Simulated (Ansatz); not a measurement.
# ZnS: properties at the relaxed cell

An exercise on one series of results from a longer session: the logs are not shown, and one member is left open.

Method: DFT r2SCAN, scalar-relativistic, plane waves, PAW, in Ansatz 0.2.0.

## Starting point

The structure is hexagonal, space group P6_3mc (No. 186). Conventional cell: a = 3.810 Å, b = 3.810 Å, c = 24.909 Å, α = 90.00°, β = 90.00°, γ = 120.00°. Zn (site symmetry 3m) has 4 S at 2.33 Å in its first shell of neighbours. Around Zn (site symmetry 3m) lie 4 S at 2.33 to 2.34 Å. S (site symmetry 3m) has 4 Zn at 2.33 Å in its first shell of neighbours. S (site symmetry 3m) has 4 Zn at 2.33 to 2.34 Å in its first shell of neighbours.

As a file:

```xyz
16
Lattice="3.8099 0.0000 0.0000 -1.9050 3.2995 0.0000 0.0000 0.0000 24.9091" Properties=species:S:1:pos:R:3 pbc="T T T"
Zn    0.0000    0.0000    0.0008
Zn    0.0000    0.0000   12.4553
Zn    0.0000    2.1997    3.1121
Zn    1.9050    1.0998   15.5666
Zn    0.0000    2.1997    9.3446
Zn    1.9050    1.0998   21.7991
Zn    0.0000    2.1997   18.6827
Zn    1.9050    1.0998    6.2282
S     0.0000    0.0000    2.3347
S     0.0000    0.0000   14.7892
S     0.0000    2.1997    5.4457
S     1.9050    1.0998   17.9002
S     0.0000    2.1997   11.6777
S     1.9050    1.0998   24.1322
S     0.0000    2.1997   21.0203
S     1.9050    1.0998    8.5658
```

This cell was relaxed beforehand with the same method: volume 19.57 Å³/atom, gap on the mesh 2.72 eV.

Set-up of the first run:

Input file input.yaml:

```yaml
crystal:
  lattice:
    - [3.7714293625, 0.0, 0.0]
    - [-1.8857146813, 3.2661536365, 0.0]
    - [0.0, 0.0, 24.6574351926]
  atoms:
    - { symbol: Zn, position: [0.0, 0.0, 3.22154e-05] }
    - { symbol: Zn, position: [0.0, 0.0, 0.5000322154] }
    - { symbol: Zn, position: [0.3333333333, 0.6666666667, 0.12493736] }
    - { symbol: Zn, position: [0.6666666667, 0.3333333333, 0.62493736] }
    - { symbol: Zn, position: [0.3333333333, 0.6666666667, 0.3751473872] }
    - { symbol: Zn, position: [0.6666666667, 0.3333333333, 0.8751473872] }
    - { symbol: Zn, position: [0.3333333333, 0.6666666667, 0.7500376034] }
    - { symbol: Zn, position: [0.6666666667, 0.3333333333, 0.2500376034] }
    - { symbol: S, position: [0.0, 0.0, 0.0937272802] }
    - { symbol: S, position: [0.0, 0.0, 0.5937272802] }
    - { symbol: S, position: [0.3333333333, 0.6666666667, 0.2186228992] }
    - { symbol: S, position: [0.6666666667, 0.3333333333, 0.7186228992] }
    - { symbol: S, position: [0.3333333333, 0.6666666667, 0.4688137861] }
    - { symbol: S, position: [0.6666666667, 0.3333333333, 0.9688137861] }
    - { symbol: S, position: [0.3333333333, 0.6666666667, 0.8438814685] }
    - { symbol: S, position: [0.6666666667, 0.3333333333, 0.3438814685] }
basis:
  ecutwfc: 500
kpoints:
  mp_grid: { grid: [6, 6, 1] }
hamiltonian:
  xc: r2scan
scf:
  occupations: { method: gaussian, width: 0.02 }
output:
  forces: true
  stress: true
  eigenvalues: true
relax:
  adjacent_minimum: "off"
  f_tol: 0.01
  max_steps: 30
  cell: { stress_tol: 0.1, fix: [volume] }
```

Started as:

```console
> ansatz run input.yaml --threads 4 --pin off --max-ram 10240MiB --backend cpu --events-out ev --progress --plain --runs-dir out
```

Among the steps run: Point at V/V0 = 0.97; Volume × 1.03; The cell scaled to 0.94 of its volume; The cell scaled to 1.06 of its volume; The cell scaled to 0.91 of its volume; Volume × 1.10; Point at V/V0 = 0.88.

One table of the session follows, with a row left open; its other results are not shown here.

It belongs to the step «Energy against volume». 

| volume (Å³/atom) | energy above the lowest point (meV/atom) | pressure (GPa) | gap on the mesh (eV) |
| --- | --- | --- | --- |
| 17.222 | 86.7 | 13.26 | 3.33 |
| 17.809 | 46.0 | 9.10 | 3.17 |
| 18.396 | 19.3 | 5.56 | 3.01 |
| 18.983 | 4.6 | 2.56 | 2.86 |
| 19.570 | 0.0 | 0.00 | 2.72 |
| 20.157 | ? | ? | ? |
| 20.745 | 15.5 | -4.03 | 2.45 |
| 21.527 | 40.4 | -6.08 | 2.29 |

**Question.** Estimate the row for volume (Å³/atom) = 20.157.

Worked estimate for «energy above the lowest point (meV/atom)». A straight line through the neighbours (19.570, 0.0) and (20.745, 15.5) gives 0.0 + (15.5 − 0.0) × (20.157 − 19.570) / (20.745 − 19.570) = 7.7; a parabola fitted to 4 rows on both sides gives 4.2.

As computed: energy above the lowest point (meV/atom): 4.1; pressure (GPa): -2.17; gap on the mesh (eV): 2.58. In «energy above the lowest point (meV/atom)» the line misses by +3.6 and the parabola by +0.1.
